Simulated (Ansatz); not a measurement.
# B2H6OSi: vertical energies of changing the electron count, by script

Wanted for B2H6OSi: vertical energies of changing the electron count. SMILES: B[SiH2]BO.

All numbers are computed with Ansatz 0.2.0 through its Python package. Level of theory: MP2/def2-SVPD.

### Step 1. The structure

Bond lengths: B1–Si2 1.883 Å, Si2–B3 1.930 Å, B3–O4 1.410 Å, B1–H5 1.180 Å, B1–H6 1.256 Å, Si2–H7 1.479 Å, Si2–H8 1.494 Å, B3–H9 1.237 Å, O4–H10 0.922 Å. Angles: B1–Si2–B3 107.7°, B1–Si2–H7 111.5°, B1–Si2–H8 110.9°, B3–Si2–H7 109.3°, B3–Si2–H8 110.4°, H7–Si2–H8 107.2°, Si2–B1–H5 123.9°, Si2–B1–H6 119.8°, H5–B1–H6 116.1°, Si2–B3–O4 122.5°, Si2–B3–H9 117.3°, O4–B3–H9 120.1°, B3–O4–H10 109.9°.

The script holds or builds the structure itself.

### Step 2. The script

The input, b2h6osi_ip.py:

```python
"""Removing and adding an electron on B2H6OSi at fixed geometry."""

import ansatz as az
from ase import Atoms


def single_point(molecule, charge=0, unpaired=0):
    calc = molecule.calculation().basis(gaussian="def2-SVPD").correlation("mp2")
    if charge:
        calc = calc.charge(charge)
    if unpaired:
        calc = calc.spin("collinear", total=unpaired)
    report = calc.run(threads=1).report
    if report["published_state_doubts"]:
        print("  doubts:", report["published_state_doubts"])
    return report["free_energy_ev"]

atoms = Atoms(["B", "Si", "B", "O", "H", "H", "H", "H", "H", "H"], positions=[
    (-1.4829, 0.9772, 0.2762),
    (0.3824, 0.7492, 0.1521),
    (0.7418, -1.1472, 0.1561),
    (0.3054, -2.0042, -0.8757),
    (-2.2551, 0.0852, 0.308),
    (-1.9731, 2.1332, 0.266),
    (0.9189, 1.3454, -1.0906),
    (1.0772, 1.4125, 1.2961),
    (1.4447, -1.5891, 1.0735),
    (0.9238, -2.0134, -1.5589),
])
mol = az.Crystal.molecule_from_ase(atoms)

# total-energy differences at one geometry
parent = single_point(mol, 0, 0)
cation = single_point(mol, 1, 1)
print(f"E(N)   = {parent:.5f} eV")
print(f"E(N-1) = {cation:.5f} eV  (1 unpaired)")
print(f"vertical ionisation energy {cation - parent:.3f} eV")
anion = single_point(mol, -1, 1)
print(f"E(N+1) = {anion:.5f} eV  (1 unpaired)")
print(f"vertical electron affinity {parent - anion:.3f} eV" + ("" if anion < parent else " (unbound in this basis)"))
print(f"fundamental gap IP - EA = {cation + anion - 2 * parent:.3f} eV")
```

### Step 3. The input behind the calls

The package turns the script's settings into the engine's input (first run):

```yaml
crystal:
  periodic: [false, false, false]
  atoms:
    - { symbol: B, position_ang: [-1.4829, 0.9772, 0.2762] }
    - { symbol: Si, position_ang: [0.3824, 0.7492, 0.1521] }
    - { symbol: B, position_ang: [0.7418, -1.1472, 0.1561] }
    - { symbol: O, position_ang: [0.3054, -2.0042, -0.8757] }
    - { symbol: H, position_ang: [-2.2551, 0.0852, 0.308] }
    - { symbol: H, position_ang: [-1.9731, 2.1332, 0.266] }
    - { symbol: H, position_ang: [0.9189, 1.3454, -1.0906] }
    - { symbol: H, position_ang: [1.0772, 1.4125, 1.2961] }
    - { symbol: H, position_ang: [1.4447, -1.5891, 1.0735] }
    - { symbol: H, position_ang: [0.9238, -2.0134, -1.5589] }
basis:
  gaussian:
    orbitals: def2-SVPD
correlation:
  method: mp2
```

### Step 4. The run

Command:

```bash
> python b2h6osi_ip.py
```

Standard output:

```text
E(N)   = -11344.32805 eV
E(N-1) = -11334.96790 eV  (1 unpaired)
vertical ionisation energy 9.360 eV
E(N+1) = -11344.89370 eV  (1 unpaired)
vertical electron affinity 0.566 eV
fundamental gap IP - EA = 8.794 eV
```

Wall time 12 s (1 thread of AMD EPYC 9R14 (Zen 4), shared host); peak memory 0.42 GiB.

### Step 5. What changed from run to run

The engine's inputs for the other runs:

Run 2, against run 1:

```diff
@@ -16,0 +17,4 @@
+magnetization:
+  spin_polarized: true
+  initial_magnetization: 1.0
+total_charge: 1.0
```

Run 3, against run 1:

```diff
@@ -16,0 +17,4 @@
+magnetization:
+  spin_polarized: true
+  initial_magnetization: 1.0
+total_charge: -1.0
```

Lines on the test bed's own set-up are left out of the output.

### Step 6. The runs side by side

One row for each of the 3 runs:

```
run              system  unpaired or total moment  energy (eV)  <S²>  iterations in all  CPU time (s)
  1             B2H6OSi                   not set  -11344.3280  0.00                 14           2.2
  2  B2H6OSi, charge +1                         1  -11334.9679  0.77                 27           4.5
  3  B2H6OSi, charge -1                         1  -11344.8937  0.76                 27           5.2
```

Totals carry meaning only in balanced differences at one level of theory.

### Step 7. What came out

```
                  quantity     value
vertical ionisation energy  9.360 eV
vertical electron affinity  0.566 eV
             runs compared         3
```

**Reading.** The ionisation energy is a difference of two total energies at the neutral geometry. The anion lies below the neutral molecule at this geometry. At this unrelaxed geometry removing an electron costs 9.36 eV and adding one releases 0.57 eV. The geometry is a force-field or estimated start, not a minimum of this method, and the basis set is short of its limit. All parts are taken at fixed geometry, without zero-point energy. At an unrelaxed start these energies can be a whole eV from those at the minimum, and a small affinity can change sign.
